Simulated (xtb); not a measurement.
# GFN2-xTB run of CH3FSSiZn (SMILES F[CH]1S[SiH2][Zn]1)

Wanted: the energy of CH3FSSiZn. 

The results are computed with xtb 6.7.1.

4 further runs of the same task are left out: 3 that didn't finish, 1 set aside as unsound or not needed.

### 1 The structure to begin with

CH3FSSiZn: 8 atoms, total charge 0, spin state singlet. As SMILES, `F[CH]1S[SiH2][Zn]1`. Geometry: a GFN2-xTB relaxation, a rough one for these elements and not checked as a minimum.

Bond lengths: F1–C2 1.418 Å, C2–S3 1.773 Å, S3–Si4 2.171 Å, C2–Zn5 2.140 Å, Si4–Zn5 2.461 Å, C2–H6 1.089 Å, Si4–H7 1.466 Å, Si4–H8 1.472 Å. Some angles: F1–C2–S3 109.1°, F1–C2–Zn5 88.5°, S3–C2–Zn5 96.2°, C2–S3–Si4 96.8°, S3–Si4–Zn5 78.0°, C2–Zn5–Si4 79.8°, F1–C2–H6 106.3°, S3–C2–H6 109.7°, Zn5–C2–H6 143.2°, S3–Si4–H7 103.6°.

### 2 The energy at GFN2-xTB

The input, detailed.inp:

```
$chrg 0
$spin 0
$end
```

The input, coord:

```
$coord
     -0.336125585787      0.595282626518      3.476396870645  f
      1.113936858683      1.948761168759      1.674996545085  c
      2.438502591217     -0.214011483614     -0.514496834691  s
     -1.107662967949     -1.526105023725     -2.104285628816  si
     -2.293333830323      2.632785334090     -0.393214212012  zn
      2.617402963435      2.880509531767      2.726100010124  h
     -0.339413709244     -2.804561438818     -4.439892632547  h
     -2.093306320032     -3.512679612238     -0.425604117788  h
$end
```

Launch:

```console
$ xtb coord --gfn 2 --iterations 250 -I detailed.inp --scc > coord.out
```

Q: Predict the results. Wanted: total energy; dipole moment; HOMO energy; LUMO energy; HOMO–LUMO gap; dispersion energy; mean polarisability.

Computed results:

At GFN2-xTB:

| quantity | value |
| --- | --- |
| total energy | -13.91181 Eh |
| dipole moment | 3.98 D |
| HOMO energy | -9.87 eV |
| LUMO energy | -7.92 eV |
| HOMO–LUMO gap | 1.95 eV |
| dispersion energy | -16.59 kJ/mol |
| mean polarisability (D4 model) | 81.8 bohr³ |
